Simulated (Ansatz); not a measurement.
This script drives Ansatz's Python interface.

The script, `run_tae.py`:
```python
"""Atomisation energy of AsH5SSeSi at the given geometry."""

from collections import Counter

import ansatz as az


def total_energy(molecule, charge=0, unpaired=0):
    calc = molecule.calculation().basis(gaussian="def2-SVPD").functional("pbe0", dispersion="d4")
    if charge:
        calc = calc.charge(charge)
    if unpaired:
        calc = calc.spin("collinear", total=unpaired)
    return calc.run().report["free_energy_ev"]


def main() -> None:
    geometry = (
        az.Crystal.molecule()
        .atom("As", (-0.045, 1.841, -1.4214))
        .atom("S", (1.4417, 0.9709, -0.0303))
        .atom("Si", (0.3753, -0.8957, 0.2109))
        .atom("Se", (-1.2374, -0.6268, 1.6978))
        .atom("H", (-0.1081, 0.6366, -2.3998))
        .atom("H", (-1.3213, 1.4142, -0.5999))
        .atom("H", (1.3741, -1.8849, 0.7763))
        .atom("H", (-0.0633, -1.3817, -1.0662))
        .atom("H", (-0.3276, -0.12, 2.8156))
    )

    # unpaired electrons of the ground-state atoms
    unpaired = {"As": 3, "S": 2, "Si": 2, "Se": 2, "H": 1}
    counts = Counter(site.symbol for site in geometry.cartesian_sites)
    atom_energy = {s: total_energy(az.Crystal.molecule().atom(s, (0, 0, 0)), 0, unpaired[s]) for s in counts}
    whole = total_energy(geometry, 0, 0)
    for s, e in atom_energy.items():
        print(f"{s:2s} x{counts[s]}  {e:14.5f} eV")
    print(f"AsH5SSeSi: {whole:.5f} eV")
    split = sum(counts[s] * e for s, e in atom_energy.items()) - whole
    print(f"atomisation energy (no zero-point term): {96.485332 * split:.1f} kJ/mol, {split / sum(counts.values()):.3f} eV an atom")


if __name__ == "__main__":
    main()
```

It is started by `python run_tae.py`. How long does it take on 1 thread of Arm Neoverse V1, on a shared host, and how much memory does it need?

It took about 16 s, with a peak of 0.58 GiB, for 6 runs of the engine.

```console
$ python run_tae.py
As x1    -60824.65205 eV
S  x1    -10825.86918 eV
Si x1     -7868.24738 eV
Se x1    -65332.19218 eV
H  x5       -13.61361 eV
AsH5SSeSi: -144943.79840 eV
atomisation energy (no zero-point term): 2389.9 kJ/mol, 2.752 eV an atom
```

2389.9 kJ/mol from the electronic energies, without the zero-point term.

Reading the output:
- Total energies depend on the basis set; only differences at equal settings carry meaning.
- The geometry is a force-field or estimated start, not a minimum of this method, and the basis set is short of its limit. All parts are taken at fixed geometry, without zero-point energy.
- The spin-orbit lowering of heavy atoms is left out.
